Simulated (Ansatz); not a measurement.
**Reference phase of Cd, 2 atoms**

What do PBEsol, HSE06 and r²SCAN give for the perfect crystal in this cell, and at what cost?

All numbers are computed with Ansatz 0.2.0 (PAW, plane waves).

### Step 1. The starting cell

2 atoms (2 Cd); a = 2.972 Å, b = 2.972 Å, c = 5.460 Å, α = 90.00°, β = 90.00°, γ = 120.00°.

Plan of the steps: (2) PBEsol single point at a 12×12×6 mesh, on 1 × NVIDIA GB300 with 8 threads of Arm Neoverse-V2; (3) HSE06 single point at a 12×12×6 mesh, on 1 × NVIDIA GB300 with 8 threads of Arm Neoverse-V2; (4) r²SCAN single point at a 12×12×6 mesh, on 1 × NVIDIA GB300 with 8 threads of Arm Neoverse-V2.

### Step 2. PBEsol on the given atoms

File in.yaml:

```yaml
crystal:
  lattice:
    - [2.972085, 0.000000, 0.000000]
    - [-1.486043, 2.573901, 0.000000]
    - [0.000000, 0.000000, 5.459680]
  atoms:
    - { symbol: Cd, position: [0.333333, 0.666667, 0.250000] }
    - { symbol: Cd, position: [0.666667, 0.333333, 0.750000] }
kpoints:
  mp_grid: { grid: [12, 12, 6] }
hamiltonian:
  xc: pbesol
scf:
  occupations: { method: fermi_dirac, width: 0.1 }
output:
  forces: true
  eigenvalues: true
  stress: true
  populations: true
```

### Step 3. HSE06 on the same atoms

in.yaml: that of step 2 with these lines changed.

```diff
@@ -11,3 +11,3 @@
 hamiltonian:
-  xc: pbesol
+  xc: hse06
 scf:
@@ -17,3 +17,2 @@
   eigenvalues: true
-  stress: true
   populations: true
```

### Step 4. r²SCAN on the same atoms

in.yaml: that of step 3 with these lines changed.

```diff
@@ -11,3 +11,3 @@
 hamiltonian:
-  xc: hse06
+  xc: r2scan
 scf:
```

What does the calculation give? Wanted: for each run, energy; pressure.

**Answer**, as computed:

| level | time | energy (eV/atom) | pressure (GPa) |
| --- | --- | --- | --- |
| PBEsol | 1.7 s (GPU) | -8184.0516 | 0.20 |
| HSE06 | 9.1 s (GPU) | -8258.1058 | - |
| r²SCAN | 1.9 s (GPU) | -8268.1612 | - |

**What this shows.** No level run gives a gap: levels at the Fermi energy are partly filled.
